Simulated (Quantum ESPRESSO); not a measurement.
Wanted: the native input for a Quantum ESPRESSO 7.5 run.

| Quantity | Value |
| --- | --- |
| Task | work function |
| Functional | PBE |
| Potentials or basis | PseudoDojo 0.4.1 SR PBE standard |
| Cutoff | 1333 eV |
| Density cutoff | 5333 eV |
| k mesh | 12 × 12 × 1 |
| Occupations | fermi-dirac, width 0.05 eV |
| Spin | collinear spin, ferromagnetic start |
| Starting moments | [1.0, 1.0, 1.0, 1.0, 1.0, 1.0] μB |
| Boundary across the vacuum | none |
| Mixing mode | local-TF |
| Mixing beta | 0.3 |
| Most SCF iterations | 150 |
| SCF threshold | 6e-09 Ry |

The system is Ni, a slab with vacuum.

```
Ni
1.0
     2.50026    0.00000    0.00000
    -1.25013    2.16529    0.00000
     0.00000    0.00000   25.20726
Ni
6
Direct
  0.66667 0.33333 0.29753
  0.33333 0.66667 0.37852
  0.00000 0.00000 0.45951
  0.66667 0.33333 0.54049
  0.33333 0.66667 0.62148
  0.00000 0.00000 0.70247
```

One way to write it, as run:

pw.in

```
&CONTROL
  calculation = 'scf'
  prefix = 'pwscf'
  outdir = './tmp'
  pseudo_dir = './pseudo'
  tprnfor = .true.
  disk_io = 'low'
/
&SYSTEM
  ibrav = 0
  celldm(1) = 8
  nat = 6
  ntyp = 1
  ecutwfc = 98
  nbnd = 72
  occupations = 'smearing'
  smearing = 'fd'
  degauss = 0.00367493
  nspin = 2
  starting_magnetization(1) = 0.0556
/
&ELECTRONS
  conv_thr = 6d-09
  electron_maxstep = 150
  mixing_beta = 0.3
  mixing_mode = 'local-TF'
/
ATOMIC_SPECIES
Ni    58.6934 Ni.upf
CELL_PARAMETERS alat
  0.5906005625533   0.0000000000000   0.0000000000000
 -0.2953002812766   0.5114750906605  -0.0000000000000
  0.0000000000000   0.0000000000000   5.9543531837671
ATOMIC_POSITIONS crystal
Ni     0.6666666667    0.3333333333    0.2975332815
Ni     0.3333333333    0.6666666667    0.3785199689
Ni     0.0000000000    0.0000000000    0.4595066563
Ni     0.6666666667    0.3333333333    0.5404933437
Ni     0.3333333333    0.6666666667    0.6214800311
Ni     0.0000000000    0.0000000000    0.7024667185
K_POINTS automatic
12 12 1 0 0 0
```

pp_density.in

```
&INPUTPP
  prefix = 'pwscf'
  outdir = './tmp'
  filplot = 'density.dat'
  plot_num = 0
/
&PLOT
  nfile = 1
  filepp(1) = 'density.dat'
  iflag = 3
  output_format = 6
  fileout = 'density.cube'
/
```

pp_potential.in

```
&INPUTPP
  prefix = 'pwscf'
  outdir = './tmp'
  filplot = 'potential.dat'
  plot_num = 11
/
&PLOT
  nfile = 1
  filepp(1) = 'potential.dat'
  iflag = 3
  output_format = 6
  fileout = 'potential.cube'
/
```

pp_spin.in

```
&INPUTPP
  prefix = 'pwscf'
  outdir = './tmp'
  filplot = 'spin.dat'
  plot_num = 6
/
&PLOT
  nfile = 1
  filepp(1) = 'spin.dat'
  iflag = 3
  output_format = 6
  fileout = 'spin.cube'
/
```

pp_elf.in

```
&INPUTPP
  prefix = 'pwscf'
  outdir = './tmp'
  filplot = 'elf.dat'
  plot_num = 8
/
&PLOT
  nfile = 1
  filepp(1) = 'elf.dat'
  iflag = 3
  output_format = 6
  fileout = 'elf.cube'
/
```

Potentials or basis: PseudoDojo 0.4.1 SR PBE standard.

The run is started by

```sh
$ OMP_NUM_THREADS=1 mpirun -n 2 pw.x -nk 2 -in pw.in > pw.out
$ OMP_NUM_THREADS=1 mpirun -n 1 pp.x -in pp_density.in > pp_density.out
$ OMP_NUM_THREADS=1 mpirun -n 1 pp.x -in pp_potential.in > pp_potential.out
$ OMP_NUM_THREADS=1 mpirun -n 1 pp.x -in pp_spin.in > pp_spin.out
$ OMP_NUM_THREADS=1 mpirun -n 1 pp.x -in pp_elf.in > pp_elf.out
```

It gave:

```yaml
Largest_force: 0.245 eV/Å
Band_gap_on_the_k_mesh: none (metal or under the smearing width)
Net_moment: 4.04 μB per cell
Absolute_moment: 4.75 μB per cell
Site_moments: Ni +0.72, +0.74, +0.71 μB
Valence_electrons_inside_the_program's_atomic_spheres: Ni 16.64, 16.71
Work_function_of_the_upper_face: 5.02 eV
Work_function_of_the_lower_face: 5.02 eV
```

Wall time 9.4 min on 2 MPI ranks on Intel(R) Xeon(R) Platinum 8488C (Sapphire Rapids), on a shared host, peak memory 1.2 GiB a rank.
